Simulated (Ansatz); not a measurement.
**AgRh under changes of volume**

One of the cells (16.064 Å³/atom); the others are scaled copies at fixed shape and fractional positions:

```
Ag Rh
1.0
     2.77759    0.00000    0.00000
    -1.38879    2.40546    0.00000
     0.00000    0.00000    4.80860
Ag Rh
1 1
Direct
  0.00000 0.00000 0.50000
  0.66667 0.33333 0.00000
```

The cell comes from a database or a generator and needn't be the stable form of this composition.

* Program: Ansatz 0.2.0
* Functional: PBE
* Potentials or basis: JTH PAW
* Cutoff: 2100 eV (not typed: the program's choice for these potentials)
* k mesh: 11 × 11 × 6
* Occupations: fermi-dirac, width 0.05 eV
* Spin: no spin polarisation

```csv
volume (Å³/atom),energy over the lowest point (meV/atom),pressure (GPa)
15.100,?,?
15.421,5.14,4.5
15.743,0.00,0.9
16.064,1.55,-2.2
16.385,8.97,-5.0
16.707,21.52,-7.3
17.028,38.56,-9.4
```

Task: What does the run at 15.100 Å³/atom give?

Result: Energy over the lowest point 17.92 meV/atom; pressure 8.5 GPa.

Worked out: A Birch-Murnaghan fit of order 3 (a polynomial in V^(-2/3)) to the other rows has its minimum at 15.82 Å³/atom with B0 = V·E''(V) = 159 GPa and B' = 5.5 at fixed shape and positions, which overstates the stiffness. It gives 17.87 meV/atom at 15.100 Å³/atom, against the run's 17.92, and -dE/dV = 8.4 GPa, against 8.5.

Energies are extrapolated to zero smearing.
